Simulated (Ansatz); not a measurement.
# Si2Ge3H12: how energies converge with the basis set

The task here is to estimate one member of a computed series from the others.

The runs use Ansatz 0.2.0, Gaussian basis; one geometry, several basis sets.

The runs, in order: PBE0-D4/def2-SVP; ωB97M-V/def2-SVP; PBE0-D4/def2-QZVPP; ωB97M-V/def2-QZVPP; the functionals' def2-TZVPP values are taken from earlier runs.

## Structure used throughout

An earlier PBE0-D4 in a triple-zeta def2 set relaxation fixed the geometry.

17 atoms, charge 0, spin multiplicity 1.

Atoms are counted from 1 here; the program's logs count them from 0.

Bond lengths: Si1–Ge2 2.379 Å, Si1–H6 1.487 Å, Si1–H7 1.487 Å, Si1–H8 1.487 Å, Ge2–Si3 2.381 Å, Ge2–H9 1.541 Å, Ge2–H10 1.540 Å, Si3–Ge4 2.380 Å, Si3–H11 1.489 Å, Si3–H12 1.489 Å, Ge4–Ge5 2.424 Å, Ge4–H13 1.540 Å, Ge4–H14 1.541 Å, Ge5–H15 1.538 Å, Ge5–H16 1.537 Å, Ge5–H17 1.538 Å. Angles: Ge2–Si1–H6 111.3°, Ge2–Si1–H7 109.7°, Ge2–Si1–H8 109.3°, H6–Si1–H7 108.9°, H6–Si1–H8 108.9°, H7–Si1–H8 108.6°, Si1–Ge2–Si3 109.8°, Si1–Ge2–H9 109.2°, Si1–Ge2–H10 110.4°, Si3–Ge2–H9 108.8°, Si3–Ge2–H10 110.9°, H9–Ge2–H10 107.8°, Ge2–Si3–Ge4 108.2°, Ge2–Si3–H11 109.7°, Ge2–Si3–H12 110.5°, Ge4–Si3–H11 110.5°, Ge4–Si3–H12 109.5°, H11–Si3–H12 108.5° and more.

The first run:

in.yaml reads:

```yaml
crystal:
  periodic: [false, false, false]
  atoms:
    - {symbol: Si, position_ang: [0.662623, 1.826748, -1.829397]}
    - {symbol: Ge, position_ang: [1.802836, 0.880967, 0.032277]}
    - {symbol: Si, position_ang: [1.293743, -1.438808, 0.197975]}
    - {symbol: Ge, position_ang: [-1.068070, -1.693518, 0.058853]}
    - {symbol: Ge, position_ang: [-2.151794, -0.168373, 1.600057]}
    - {symbol: H, position_ang: [0.955450, 3.278486, -1.960114]}
    - {symbol: H, position_ang: [1.080347, 1.135811, -3.078134]}
    - {symbol: H, position_ang: [-0.802949, 1.644898, -1.653813]}
    - {symbol: H, position_ang: [1.336573, 1.584555, 1.321704]}
    - {symbol: H, position_ang: [3.321521, 1.101958, -0.100615]}
    - {symbol: H, position_ang: [1.963284, -2.180331, -0.906096]}
    - {symbol: H, position_ang: [1.777463, -1.986303, 1.495250]}
    - {symbol: H, position_ang: [-1.494848, -3.140051, 0.371695]}
    - {symbol: H, position_ang: [-1.530609, -1.363809, -1.373476]}
    - {symbol: H, position_ang: [-1.677325, -0.444700, 3.036557]}
    - {symbol: H, position_ang: [-3.680947, -0.319088, 1.547614]}
    - {symbol: H, position_ang: [-1.787289, 1.281587, 1.239661]}
basis:
  gaussian: {orbitals: def2-SVP}
hamiltonian: {xc: pbe0, dispersion: d4}
output: {orbitals: {seedname: orbitals}}
```

Among the steps run: PBE0-D4 in def2-SVP; ωB97M-V in def2-SVP; PBE0-D4 in def2-QZVPP; ωB97M-V in def2-QZVPP.

One of the session's tables, all rows but one given; the rest of the session is left out.

```
functional       basis  HOMO (eV)  LUMO (eV)
   PBE0-D4    def2-SVP      -7.80      -0.12
   PBE0-D4  def2-TZVPP      -7.76      -0.35
   PBE0-D4  def2-QZVPP      -7.76      -0.46
   ωB97M-V    def2-SVP      -9.70       1.69
   ωB97M-V  def2-TZVPP      -9.70       1.28
   ωB97M-V  def2-QZVPP          ?          ?
```

**Question.** Estimate the row for ωB97M-V, def2-QZVPP.

The run gave: HOMO (eV): -9.69; LUMO (eV): 0.94. In the column «HOMO (eV)» it lies between ωB97M-V, def2-TZVPP (-9.70) and PBE0-D4, def2-SVP (-7.80).
